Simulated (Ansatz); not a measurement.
# Sc5Al: the cost of one run

Computed with Ansatz 0.2.0 (DFT r2SCAN, scalar-relativistic, plane waves, PAW).

3 further runs of the same task are left out: 1 for a known fault of the program, 2 that didn't finish. Runs told in other sessions of the task aren't counted.

### Step 1. The structure to begin with

Symmetry: P-62m, No. 189, hexagonal system. The conventional cell has a = 5.591 Å, b = 5.591 Å, c = 5.065 Å, α = 90.00°, β = 90.00°, γ = 120.00°. Around Sc (site symmetry m2m) lie 10 Sc at 3.05 to 3.32 Å and 2 Al at 3.08 Å. Sc (site symmetry -6) has 9 Sc at 3.18 to 3.23 Å and 3 Al at 3.23 Å in its first shell of neighbours. Al (site symmetry -62m) has 12 Sc at 3.08 to 3.23 Å in its first shell of neighbours.

Structure file:

```
CELL_PARAMETERS angstrom
5.59123 0.00000 0.00000
-2.79562 4.84215 0.00000
0.00000 0.00000 5.06475
ATOMIC_POSITIONS crystal
Sc 0.00000 0.68504 0.00000
Sc 0.68504 0.00000 0.00000
Sc 0.31496 0.31496 0.00000
Sc 0.33333 0.66667 0.50000
Sc 0.66667 0.33333 0.50000
Al 0.00000 0.00000 0.50000
```

The cell was relaxed beforehand at this level, from a generated guess; it is a trial structure. At a tolerance of 0.05 Å it has space group P-62m (No. 189); it has 22.85 Å³/atom, an uncorrected energy of -0.11 eV/atom over the elements and, on its mesh, gap none (metal).

### Step 2. Level of theory: r2SCAN

Input file input.yaml:

```yaml
crystal:
  lattice:
    - [5.5912329905, 0.0, 0.0]
    - [-2.7956164952, 4.8421498082, 0.0]
    - [0.0, 0.0, 5.064747]
  atoms:
    - { symbol: Sc, position: [0.0, 0.685036, 0.0] }
    - { symbol: Sc, position: [0.685036, 0.0, 0.0] }
    - { symbol: Sc, position: [0.314964, 0.314964, 0.0] }
    - { symbol: Sc, position: [0.3333333333, 0.6666666667, 0.5] }
    - { symbol: Sc, position: [0.6666666667, 0.3333333333, 0.5] }
    - { symbol: Al, position: [0.0, 0.0, 0.5] }
basis:
  ecutwfc: 500
kpoints:
  mp_grid: { grid: [12, 12, 8] }
  band_path:
    path:
      - [[0.0, 0.0, 0.0], [0.5, 0.0, 0.0], [0.33333333, 0.33333333, 0.0], [0.0, 0.0, 0.0], [0.0, 0.0, 0.5], [0.5, 0.0, 0.5], [0.33333333, 0.33333333, 0.5], [0.0, 0.0, 0.5]]
      - [[0.5, 0.0, 0.5], [0.5, 0.0, 0.0]]
      - [[0.33333333, 0.33333333, 0.5], [0.33333333, 0.33333333, 0.0]]
    npoints: 14
hamiltonian:
  xc: r2scan
scf:
  occupations: { method: gaussian, width: 0.1 }
  n_extra_bands: 15
output:
  forces: true
  stress: true
  eigenvalues: true
  populations: true
  dos: { projected: true, de: 0.02, nscf_kmesh: { grid: [15, 15, 10] } }
  bader: true
  write_density: true
  write_potential: true
  elf: true
  volumetric_format: npy
```

Command:

```sh
ansatz run input.yaml --threads 4 --pin off --max-ram 8192MiB --backend cpu --events-out ev --progress --plain --runs-dir out
```

What time and memory should one allow on 4 threads of Intel Xeon 6975P-C (Granite Rapids), shared host?

About 40 s, with a peak of 1.4 GiB.
